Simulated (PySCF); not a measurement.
# C5H2F6: runs on many settings

Which settings matter for C5H2F6 (`C=C=C(C(F)(F)F)C(F)(F)F`)?

Programs: PySCF 2.14.0, with density-fitted response routines of our own. Each step states its level of theory. These are calculated values for one molecule, in the gas phase or a continuum, unless marked as measured. Atoms count from 0, in the outputs and in this text.

## (1) Starting geometry

13 atoms, charge 0, multiplicity 1; geometry from: GFN2-xTB.

Bonds of the start (Å): C0–C1 1.28, C1–C2 1.31, C2–C3 1.51, C3–F4 1.34, C3–F5 1.33, C3–F6 1.34, C2–C7 1.51, C7–F8 1.34, C7–F9 1.34, C7–F10 1.33, C0–H11 1.08, C0–H12 1.08.

## (2) NMR shieldings: PBE0/pcSseg-1

Job settings and geometry (Å):

```
{"job": {"kind": "nmr", "xc": "PBE0", "basis": "pcSseg-1"}, "charge": 0, "multiplicity": 1}
C      2.395947     0.258124    -0.141423
C      1.120823     0.120160    -0.066918
C     -0.175463    -0.018602     0.008901
C     -0.817155    -1.357385     0.280398
F     -1.250889    -1.944478    -0.844405
F     -1.866360    -1.262101     1.099171
F      0.048174    -2.208471     0.844358
C     -1.113661     1.150038    -0.170384
F     -0.518022     2.158320    -0.818272
F     -1.531136     1.645031     1.003785
F     -2.204996     0.824123    -0.865551
H      2.987576     0.492776     0.727971
H      2.920774     0.142952    -1.075361
```

With the program's defaults for keys left out, this is: GIAO PBE0/pcSseg-1 NMR shielding, non-relativistic, gas phase.

Run with:

```
OMP_NUM_THREADS=1 python probes_run.py task.json out
```

This one command runs all jobs of the session in turn.

Standard output:

```text
coarse grid: 13192 points
cycle   1  E = -789.5287550107  dE =  2.077e+00  |g| = 1.250e+00  |ddm| = 4.103e+00
cycle   2  E = -789.1708299212  dE =  3.579e-01  |g| = 1.988e+00  |ddm| = 2.200e+00
cycle   3  E = -789.7872742914  dE = -6.164e-01  |g| = 1.579e-01  |ddm| = 1.570e+00
cycle   4  E = -789.7916987637  dE = -4.424e-03  |g| = 8.616e-02  |ddm| = 2.038e-01
cycle   5  E = -789.7935060539  dE = -1.807e-03  |g| = 1.652e-02  |ddm| = 8.013e-02
cycle   6  E = -789.7935637158  dE = -5.766e-05  |g| = 2.756e-03  |ddm| = 1.503e-02
cycle   7  E = -789.7935654109  dE = -1.695e-06  |g| = 7.551e-04  |ddm| = 3.018e-03
final grid: 136408 points
cycle   8  E = -789.8972942268  dE = -6.149e-05  |g| = 7.181e-03  |ddm| = 4.129e-02
cycle   9  E = -789.8972881187  dE =  6.108e-06  |g| = 9.966e-03  |ddm| = 1.348e-02
cycle  10  E = -789.8973040612  dE = -1.594e-05  |g| = 8.671e-04  |ddm| = 7.308e-03
cycle  11  E = -789.8973041920  dE = -1.309e-07  |g| = 4.232e-04  |ddm| = 9.782e-04
cycle  12  E = -789.8973042334  dE = -4.137e-08  |g| = 1.422e-04  |ddm| = 4.728e-04
cycle  13  E = -789.8973042382  dE = -4.808e-09  |g| = 1.876e-05  |ddm| = 1.391e-04
cycle  14  E = -789.8973042383  dE = -5.025e-11  |g| = 8.224e-06  |ddm| = 2.093e-05
converged SCF energy = -789.8973042383

GIAO shielding tensors (ppm)
atom      isotropic    diamagn.    paramagn.     s11        s22        s33       span
  0 C       95.269     262.772    -167.502     -5.434    120.656    170.586    176.019
  1 C      -35.265     258.719    -293.984    -59.072    -41.629     -5.093     53.979
  2 C       84.758     266.029    -181.272     22.817    104.266    127.190    104.373
  3 C       56.457     237.346    -180.888     48.890     57.808     62.674     13.784
  4 F      234.025     472.595    -238.570    154.172    223.363    324.541    170.369
  5 F      250.781     471.992    -221.211    177.755    246.474    328.113    150.357
  6 F      250.776     473.041    -222.264    173.375    237.131    341.822    168.448
  7 C       56.454     237.349    -180.895     48.852     57.794     62.718     13.866
  8 F      250.821     473.036    -222.215    173.373    237.306    341.783    168.409
  9 F      234.101     472.593    -238.493    154.288    223.427    324.587    170.300
 10 F      250.728     471.991    -221.263    177.695    246.371    328.119    150.424
 11 H       25.772      29.138      -3.366     23.612     24.324     29.380      5.769
 12 H       25.772      29.129      -3.357     23.610     24.325     29.381      5.770
```

Wall time 51 s (1 thread of Arm Neoverse N1, shared host); peak memory 0.94 GiB.

Shifts follow as δ = σ(reference) − σ, with reference shieldings (ppm) from runs at the same level and on the same kind of geometry: ¹H TMS 31.72, ¹³C TMS 186.9, ¹⁹F CFCl3 170.9. The references are single molecules in the gas phase, so shifts against H2O, NH3, PH3, H3PO4 or CFCl3 are not on the usual liquid scales and can be off by tens of ppm. Atoms listed in one row are averaged.

| atoms | environment | σ (ppm) | δ (ppm) | δ scaled to CDCl3 |
| --- | --- | --- | --- | --- |
| C1 | central carbon of an allene | -35.3 | 222.2 | 214.9 |
| C3, C7 | CF3 carbon | 56.5 | 130.5 | 125.4 |
| C2 | terminal carbon of a cumulated C=C=C unit | 84.8 | 102.2 | 97.8 |
| C0 | terminal carbon of a cumulated C=C=C unit | 95.3 | 91.7 | 87.5 |
| H11, H12 | hydrogen on a terminal carbon of a cumulated C=C=C unit | 25.77 | 5.94 | 5.71 |
| F4, F5, F6, F8, F9, F10 | fluorine of a CF3 group | 245.2 | -74.3 | – |

The scaled column applies a straight-line fit of computed shieldings to shifts measured in CDCl3; 19F shifts take a fit of their own (root-mean-square error 0.16 ppm for H, 1.9 ppm for C).

Charges from the same density, by scheme (e):

| atoms | Mulliken | IAO | Hirshfeld | ESP fit |
| --- | --- | --- | --- | --- |
| C0 | -0.08 | -0.31 | -0.07 | -0.53 |
| C1 | 0.15 | 0.09 | 0.03 | 0.25 |
| C2 | -0.73 | -0.17 | -0.09 | -0.33 |
| C3, C7 | 0.92 | 0.81 | 0.25 | 0.57 |
| F4, F5, F6, F8, F9, F10 | -0.26 | -0.27 | -0.09 | -0.17 |

Mayer bond orders: C0–C1 2.13, C1–C2 1.69, C2–C3 0.99, C3–F4 1.01, C3–F5 1.01, C3–F6 1.02, C2–C7 0.99, C7–F8 1.02, C7–F9 1.01, C7–F10 1.01.

## (3) Ultraviolet spectrum: PBE0/def2-SVPD

The job, as its differences from that of step 2:

```diff
@@ -1,2 +1,2 @@
-{"job": {"kind": "nmr", "xc": "PBE0", "basis": "pcSseg-1"}, "charge": 0, "multiplicity": 1}
+{"job": {"kind": "uv", "xc": "PBE0", "basis": "def2-SVPD", "nstates": 6, "ntriplets": 2}, "charge": 0, "multiplicity": 1}
 C      2.395947     0.258124    -0.141423
```

Level: TDDFT PBE0/def2-SVPD, vertical, gas phase, core orbitals frozen in the response.

Standard output:

```text
coarse grid: 13192 points
cycle   1  E = -789.0566471659  dE =  2.005e+00  |g| = 1.177e+00  |ddm| = 7.958e+00
cycle   2  E = -788.7309558581  dE =  3.257e-01  |g| = 1.853e+00  |ddm| = 3.979e+00
cycle   3  E = -789.2984009430  dE = -5.674e-01  |g| = 1.575e-01  |ddm| = 2.963e+00
cycle   4  E = -789.3032858534  dE = -4.885e-03  |g| = 7.465e-02  |ddm| = 4.057e-01
cycle   5  E = -789.3046549814  dE = -1.369e-03  |g| = 1.696e-02  |ddm| = 1.398e-01
cycle   6  E = -789.3047185850  dE = -6.360e-05  |g| = 2.577e-03  |ddm| = 3.204e-02
cycle   7  E = -789.3047201600  dE = -1.575e-06  |g| = 7.059e-04  |ddm| = 7.051e-03
final grid: 136408 points
cycle   8  E = -789.4104147486  dE = -4.579e-05  |g| = 7.675e-03  |ddm| = 1.540e-01
cycle   9  E = -789.4104065618  dE =  8.187e-06  |g| = 1.069e-02  |ddm| = 2.345e-02
cycle  10  E = -789.4104258571  dE = -1.930e-05  |g| = 8.698e-04  |ddm| = 1.187e-02
cycle  11  E = -789.4104260100  dE = -1.530e-07  |g| = 3.716e-04  |ddm| = 2.218e-03
cycle  12  E = -789.4104260448  dE = -3.476e-08  |g| = 1.079e-04  |ddm| = 8.956e-04
cycle  13  E = -789.4104260477  dE = -2.851e-09  |g| = 1.674e-05  |ddm| = 2.086e-04
cycle  14  E = -789.4104260477  dE = -4.366e-11  |g| = 8.596e-06  |ddm| = 4.323e-05
converged SCF energy = -789.4104260477

Static polarisability (au): isotropic 66.610, principal 50.938 56.746 92.145

Singlet excitations
state   eV       nm        f      main configurations
  1   5.8334    212.5   0.00001   H-1->L 0.68, H->L 0.25
  2   6.2929    197.0   0.00004   H->L+1 0.69, H-1->L+1 0.24
  3   7.2769    170.4   0.06469   H->L 0.50, H-1->L+1 0.22, H-1->L 0.18
  4   8.0535    154.0   1.14277   H-1->L+1 0.48, H->L+1 0.18, H->L 0.18
  5   8.4185    147.3   0.03537   H->L+2 0.54, H-1->L+2 0.44
  6   8.5193    145.5   0.00593   H-1->L+2 0.54, H->L+2 0.44

Triplet excitations (Tamm-Dancoff, eV): 4.5180 4.7968
```

It took 100 s on 1 thread of Arm Neoverse N1, shared host; peak memory 1 GiB.

Frontier orbitals and where they lie:

| orbital | eV | atoms |
| --- | --- | --- |
| HOMO−3 | -12.10 | F4 19 %, F9 18 %, F5 17 % |
| HOMO−2 | -11.80 | F8 22 %, F6 22 %, C2 16 % |
| HOMO−1 | -9.28 | C1 34 %, C0 30 %, C2 15 % |
| HOMO | -9.22 | C1 30 %, C2 30 %, C0 16 % |
| LUMO | -1.45 | C1 33 %, C2 25 %, C0 13 % |
| LUMO+1 | -1.10 | C0 35 %, C1 32 %, C2 8 % |
| LUMO+2 | 0.45 | C0 32 %, C1 16 %, H12 11 % |

With each of the 6 states as a Gaussian band of 0.4 eV half-width at 1/e, the curve within the window shown has maxima at 154 nm (ε 47,000) L/(mol cm). Beyond the last state computed it falls off for lack of states. The curve at chosen wavelengths:

nm, ε (L/mol/cm) and a bar:
```
      141       1846 #
      145       9902 ######
      149      28845 ###################
      153      45746 ##############################
      156      44825 #############################
      160      28613 ###################
      164      12846 ########
      168       5556 ####
      172       3217 ##
      176       2057 #
      179       1324 #
      183        600 
      187        217 
      191         65 
      195         17 
      199          5 
      202          3 
      206          2 
      210          1 
      214          1 
      218          1 
      222          0 
      225          0 
      229          0 
      233          0 
      237          0
```

Ground-state properties from the same run:

| property | computed |
| --- | --- |
| dipole moment (D) | 3.63 |
| polarisability (Å³) | 9.87 |
| HOMO–LUMO gap (eV) | 7.77 |
| −ε(HOMO) (eV) | 9.22 |

## (4) Shielding tensors: PBE0/6-31G in chloroform

The job, as its differences from that of step 3:

```diff
@@ -1,2 +1,2 @@
-{"job": {"kind": "uv", "xc": "PBE0", "basis": "def2-SVPD", "nstates": 6, "ntriplets": 2}, "charge": 0, "multiplicity": 1}
+{"job": {"kind": "nmr", "xc": "PBE0", "basis": "6-31G", "solvent": "chloroform", "pop": true}, "charge": 0, "multiplicity": 1}
 C      2.395947     0.258124    -0.141423
```

With the program's defaults for keys left out, this is: GIAO PBE0/6-31G NMR shielding, non-relativistic, IEF-PCM chloroform.

Standard output:

```text
coarse grid: 13192 points
cycle   1  E = -789.4206985026  dE =  2.351e+00  |g| = 1.256e+00  |ddm| = 4.046e+00
cycle   2  E = -789.0166923873  dE =  4.040e-01  |g| = 2.006e+00  |ddm| = 3.707e+00
cycle   3  E = -789.7527735918  dE = -7.361e-01  |g| = 1.247e-01  |ddm| = 2.436e+00
cycle   4  E = -789.7558408766  dE = -3.067e-03  |g| = 6.013e-02  |ddm| = 1.905e-01
cycle   5  E = -789.7567454010  dE = -9.045e-04  |g| = 1.206e-02  |ddm| = 8.153e-02
cycle   6  E = -789.7567837238  dE = -3.832e-05  |g| = 9.510e-04  |ddm| = 1.414e-02
cycle   7  E = -789.7567837629  dE = -3.913e-08  |g| = 8.493e-04  |ddm| = 1.966e-03
final grid: 136408 points
cycle   8  E = -789.7532161462  dE = -2.740e-05  |g| = 8.973e-03  |ddm| = 2.670e-02
cycle   9  E = -789.7532053571  dE =  1.079e-05  |g| = 1.228e-02  |ddm| = 2.121e-02
cycle  10  E = -789.7532317146  dE = -2.636e-05  |g| = 8.530e-04  |ddm| = 1.246e-02
cycle  11  E = -789.7532318982  dE = -1.836e-07  |g| = 2.753e-04  |ddm| = 1.342e-03
cycle  12  E = -789.7532319174  dE = -1.923e-08  |g| = 6.912e-05  |ddm| = 4.103e-04
cycle  13  E = -789.7532319185  dE = -1.116e-09  |g| = 1.574e-05  |ddm| = 8.078e-05
cycle  14  E = -789.7532319186  dE = -4.934e-11  |g| = 2.623e-06  |ddm| = 1.808e-05
converged SCF energy = -789.7532319186

GIAO shielding tensors (ppm)
atom      isotropic    diamagn.    paramagn.     s11        s22        s33       span
  0 C      113.082     271.132    -158.050     18.830    132.899    187.516    168.687
  1 C       -2.358     246.626    -248.984    -30.456      0.724     22.659     53.114
  2 C      107.811     272.828    -165.017     58.590    122.226    142.617     84.027
  3 C       72.709     237.799    -165.090     65.877     73.683     78.568     12.690
  4 F      248.856     473.684    -224.828    171.442    238.121    337.005    165.564
  5 F      264.427     473.815    -209.388    193.604    261.203    338.474    144.870
  6 F      261.750     475.263    -213.513    189.921    244.624    350.705    160.784
  7 C       72.711     237.799    -165.088     65.843     73.680     78.610     12.767
  8 F      261.785     475.258    -213.473    189.935    244.763    350.656    160.721
  9 F      248.927     473.683    -224.756    171.558    238.189    337.036    165.478
 10 F      264.376     473.811    -209.435    193.559    261.097    338.472    144.913
 11 H       26.746      30.025      -3.279     24.675     25.481     30.081      5.406
 12 H       26.747      30.016      -3.269     24.674     25.483     30.082      5.408
```

Run time: 23 s. Hardware: 1 thread of Arm Neoverse N1, shared host; peak memory 0.67 GiB.

Key values: σ C1 -2.4, C3 72.7, C2 107.8, C0 113.1, H11 26.75 ppm (means over like atoms).

## (5) TDDFT and polarisability: KT2/def2-SVPD

The job, as its differences from that of step 4:

```diff
@@ -1,2 +1,2 @@
-{"job": {"kind": "nmr", "xc": "PBE0", "basis": "6-31G", "solvent": "chloroform", "pop": true}, "charge": 0, "multiplicity": 1}
+{"job": {"kind": "uv", "xc": "KT2", "basis": "def2-SVPD", "nstates": 3, "ntriplets": 0, "tda": true, "grid": 1}, "charge": 0, "multiplicity": 1}
 C      2.395947     0.258124    -0.141423
```

With the program's defaults for keys left out, this is: TDA KT2/def2-SVPD, vertical, gas phase, core orbitals frozen in the response.

Standard output:

```text
final grid: 62648 points
cycle   1  E = -800.9362724658  dE =  1.942e+00  |g| = 1.368e+00  |ddm| = 8.329e+00
cycle   2  E = -799.9808761867  dE =  9.554e-01  |g| = 2.769e+00  |ddm| = 5.641e+00
cycle   3  E = -801.2299117170  dE = -1.249e+00  |g| = 3.069e-01  |ddm| = 4.573e+00
cycle   4  E = -801.2493966843  dE = -1.948e-02  |g| = 1.616e-01  |ddm| = 8.780e-01
cycle   5  E = -801.2565026254  dE = -7.106e-03  |g| = 4.558e-02  |ddm| = 3.631e-01
cycle   6  E = -801.2570649888  dE = -5.624e-04  |g| = 6.439e-03  |ddm| = 8.760e-02
cycle   7  E = -801.2570725815  dE = -7.593e-06  |g| = 2.921e-03  |ddm| = 1.547e-02
cycle   8  E = -801.2570741113  dE = -1.530e-06  |g| = 1.061e-03  |ddm| = 6.604e-03
cycle   9  E = -801.2570743555  dE = -2.442e-07  |g| = 2.783e-04  |ddm| = 3.513e-03
cycle  10  E = -801.2570743677  dE = -1.220e-08  |g| = 1.819e-04  |ddm| = 7.842e-04
cycle  11  E = -801.2570743745  dE = -6.857e-09  |g| = 1.492e-05  |ddm| = 3.190e-04
cycle  12  E = -801.2570743746  dE = -3.729e-11  |g| = 3.310e-06  |ddm| = 5.356e-05
converged SCF energy = -801.2570743746

Static polarisability (au): isotropic 70.391, principal 53.625 60.857 96.691

Singlet excitations
state   eV       nm        f      main configurations
  1   5.6609    219.0   0.00002   H-1->L 0.69, H->L 0.27
  2   5.9801    207.3   0.00003   H->L+1 0.70, H-1->L+1 0.26
  3   7.0498    175.9   0.02779   H->L 0.37, H-1->L+1 0.23, H-1->L 0.14
```

Wall time 63 s (1 thread of Arm Neoverse N1, shared host); peak memory 0.86 GiB.

In short: HOMO -7.93 eV, LUMO -2.41 eV; lowest singlet 5.66 eV.

## (6) Shielding tensors: PBE0/pcSseg-1

The job, as its differences from that of step 5:

```diff
@@ -1,2 +1,2 @@
-{"job": {"kind": "uv", "xc": "KT2", "basis": "def2-SVPD", "nstates": 3, "ntriplets": 0, "tda": true, "grid": 1}, "charge": 0, "multiplicity": 1}
+{"job": {"kind": "nmr", "xc": "PBE0", "basis": "pcSseg-1", "pop": false}, "charge": 0, "multiplicity": 1}
 C      2.395947     0.258124    -0.141423
```

Method: GIAO PBE0/pcSseg-1 NMR shielding, non-relativistic, gas phase.

Standard output:

```text
coarse grid: 13192 points
cycle   1  E = -789.5287550107  dE =  2.077e+00  |g| = 1.250e+00  |ddm| = 4.103e+00
cycle   2  E = -789.1708299212  dE =  3.579e-01  |g| = 1.988e+00  |ddm| = 2.200e+00
cycle   3  E = -789.7872742914  dE = -6.164e-01  |g| = 1.579e-01  |ddm| = 1.570e+00
cycle   4  E = -789.7916987637  dE = -4.424e-03  |g| = 8.616e-02  |ddm| = 2.038e-01
cycle   5  E = -789.7935060539  dE = -1.807e-03  |g| = 1.652e-02  |ddm| = 8.013e-02
cycle   6  E = -789.7935637158  dE = -5.766e-05  |g| = 2.756e-03  |ddm| = 1.503e-02
cycle   7  E = -789.7935654109  dE = -1.695e-06  |g| = 7.551e-04  |ddm| = 3.018e-03
final grid: 136408 points
cycle   8  E = -789.8972942268  dE = -6.149e-05  |g| = 7.181e-03  |ddm| = 4.129e-02
cycle   9  E = -789.8972881187  dE =  6.108e-06  |g| = 9.966e-03  |ddm| = 1.348e-02
cycle  10  E = -789.8973040612  dE = -1.594e-05  |g| = 8.671e-04  |ddm| = 7.308e-03
cycle  11  E = -789.8973041920  dE = -1.309e-07  |g| = 4.232e-04  |ddm| = 9.782e-04
cycle  12  E = -789.8973042334  dE = -4.137e-08  |g| = 1.422e-04  |ddm| = 4.728e-04
cycle  13  E = -789.8973042382  dE = -4.808e-09  |g| = 1.876e-05  |ddm| = 1.391e-04
cycle  14  E = -789.8973042383  dE = -5.025e-11  |g| = 8.224e-06  |ddm| = 2.093e-05
converged SCF energy = -789.8973042383

GIAO shielding tensors (ppm)
atom      isotropic    diamagn.    paramagn.     s11        s22        s33       span
  0 C       95.269     262.772    -167.502     -5.434    120.656    170.586    176.019
  1 C      -35.265     258.719    -293.984    -59.072    -41.629     -5.093     53.979
  2 C       84.758     266.029    -181.272     22.817    104.266    127.190    104.373
  3 C       56.457     237.346    -180.888     48.890     57.808     62.674     13.784
  4 F      234.025     472.595    -238.570    154.172    223.363    324.541    170.369
  5 F      250.781     471.992    -221.211    177.755    246.474    328.113    150.357
  6 F      250.776     473.041    -222.264    173.375    237.131    341.822    168.448
  7 C       56.454     237.349    -180.895     48.852     57.794     62.718     13.866
  8 F      250.821     473.036    -222.215    173.373    237.306    341.783    168.409
  9 F      234.101     472.593    -238.493    154.288    223.427    324.587    170.300
 10 F      250.728     471.991    -221.263    177.695    246.371    328.119    150.424
 11 H       25.772      29.138      -3.366     23.612     24.324     29.380      5.769
 12 H       25.772      29.129      -3.357     23.610     24.325     29.381      5.770
```

Run time: 48 s. Hardware: 1 thread of Arm Neoverse N1, shared host; peak memory 0.88 GiB.

Key values: δ C1 222.2, C3 130.5, C2 102.2, C0 91.7, H11 5.94 ppm (means over like atoms).

## (7) Comparing the runs: electronic excitations

Excitations and ground-state properties, with basis size and wall time:

| run | lowest singlet (eV) | brightest (eV) | f | gap (eV) | α (Å³) | μ (D) | functions | time |
| --- | --- | --- | --- | --- | --- | --- | --- | --- |
| PBE0/def2-SVPD | 5.83 | 8.05 | 1.143 | 7.77 | 9.87 | 3.63 | 254 | 100 s |
| KT2/def2-SVPD | 5.66 | 7.05 | 0.028 | 5.53 | 10.43 | 3.45 | 254 | 63 s |

## (8) Summary of results

```
                                                                 quantity                          value
  ¹³C shifts against TMS (PBE0/pcSseg-1, means over atoms taken as alike)  222.2, 130.5, 102.2, 91.7 ppm
   ¹H shifts against TMS (PBE0/pcSseg-1, means over atoms taken as alike)                       5.94 ppm
¹⁹F shifts against CFCl3 (PBE0/pcSseg-1, means over atoms taken as alike)                      -74.3 ppm
                                          lowest singlet (PBE0/def2-SVPD)    5.83 eV (213 nm), f = 0.000
                                 brightest single state of those computed    state 4, 8.05 eV, f = 1.143
                                                           lowest triplet                        4.52 eV
                                              range of the lowest singlet                5.66 to 5.83 eV
```

What this shows: Single values in the summary come from the first sound run of each kind (PBE0/pcSseg-1; PBE0/def2-SVPD), which need not be the best level. C1 (central carbon of an allene) lies farthest downfield among carbon, at 222.2 ppm; the central sp carbon of an allene is among the most deshielded carbons of hydrocarbons. At PBE0/pcSseg-1: The widest tensor belongs to C0: span 176 ppm, with a paramagnetic part of -168 ppm. The lowest singlet, at 5.83 eV, is HOMO−1→LUMO 0.68, HOMO→LUMO 0.25 and is dark; of the 6 states computed, the strongest absorption comes from state 4 at 8.05 eV. The lowest triplet lies 1.32 eV below the lowest singlet (triplets in Tamm-Dancoff, singlets in full TDDFT). The lowest singlet runs from 5.66 eV (KT2/def2-SVPD) to 5.83 eV (PBE0/def2-SVPD), while the orbital gap spans 5.53 to 7.77 eV: the excitation energy moves far less from run to run than the orbital gap does. Some runs use the Tamm-Dancoff approximation and others full TDDFT, which shifts states apart from functional and basis. The lowest state need not be the same one in every run. The runs solved for a few states only, so the brightest column depends on that window.
